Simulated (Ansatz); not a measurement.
**CH4BrGaSi: small, medium and large basis sets**

How large a basis does CH4BrGaSi need? Two functionals are run in growing sets.

Computed with Ansatz 0.2.0, Gaussian basis. Level: one geometry, several basis sets.

The runs, in order: PBE0-D4/def2-SVP; ωB97M-V/def2-SVP; PBE0-D4/def2-QZVPP; ωB97M-V/def2-QZVPP; the functionals' def2-TZVPP values are taken from earlier runs.

## Step 1: Structure used throughout

The geometry comes from an earlier relaxation with PBE0-D4 in a triple-zeta def2 set; it is a stationary point, not always the lowest conformer.

8 atoms, charge 0, spin multiplicity 1.

Atoms are counted from 1 here; the program's logs count them from 0.

Bond lengths: Br1–Si2 2.235 Å, Si2–C3 1.882 Å, Si2–Ga4 2.313 Å, Si2–H5 1.487 Å, C3–Ga4 2.013 Å, C3–H6 1.089 Å, C3–H7 1.098 Å, Ga4–H8 1.551 Å. Angles: Br1–Si2–C3 111.5°, Br1–Si2–Ga4 113.1°, Br1–Si2–H5 107.7°, C3–Si2–Ga4 56.2°, C3–Si2–H5 120.3°, Ga4–Si2–H5 136.6°, Si2–C3–Ga4 72.8°, Si2–C3–H6 123.3°, Si2–C3–H7 110.7°, Ga4–C3–H6 127.1°, Ga4–C3–H7 108.0°, H6–C3–H7 110.0°, Si2–Ga4–C3 51.0°, Si2–Ga4–H8 167.6°, C3–Ga4–H8 140.5°.

Coordinates:

```
Br   -2.2954    1.5800   -0.1866
Si   -0.4192    0.5653   -0.8535
C     0.7183    0.1941    0.5989
Ga   -0.1500   -1.5416    0.0632
H     0.0941    1.3002   -2.0403
H     0.6413    0.6969    1.5614
H     1.7666    0.1648    0.2731
H    -0.2635   -3.0169    0.5280
```

## Step 2: PBE0-D4 in def2-SVP

in.yaml reads:

```yaml
crystal:
  periodic: [false, false, false]
  atoms:
    - {symbol: Br, position_ang: [-2.295425, 1.579999, -0.186554]}
    - {symbol: Si, position_ang: [-0.419171, 0.565305, -0.853483]}
    - {symbol: C, position_ang: [0.718307, 0.194118, 0.598937]}
    - {symbol: Ga, position_ang: [-0.150005, -1.541571, 0.063156]}
    - {symbol: H, position_ang: [0.094141, 1.300244, -2.040300]}
    - {symbol: H, position_ang: [0.641313, 0.696940, 1.561363]}
    - {symbol: H, position_ang: [1.766554, 0.164795, 0.273107]}
    - {symbol: H, position_ang: [-0.263515, -3.016930, 0.527974]}
basis:
  gaussian: {orbitals: def2-SVP}
hamiltonian: {xc: pbe0, dispersion: d4}
output: {orbitals: {seedname: orbitals}}
```

Further steps of the session: ωB97M-V in def2-SVP; PBE0-D4 in def2-QZVPP; ωB97M-V in def2-QZVPP.

Before running them: what should the planned runs give, taken together? Wanted: PBE0-D4: double and triple zeta above quadruple; ωB97M-V: double and triple zeta above quadruple.

The runs gave:

| quantity | value |
| --- | --- |
| PBE0-D4: double and triple zeta above quadruple | 22.17, 2.93 eV |
| ωB97M-V: double and triple zeta above quadruple | 22.06, 2.83 eV |

In words: For PBE0-D4 the step from double to triple zeta gains 19.24 eV and the next only 2.93 eV. Total energies overstate the basis error of differences, where much of it tends to cancel.
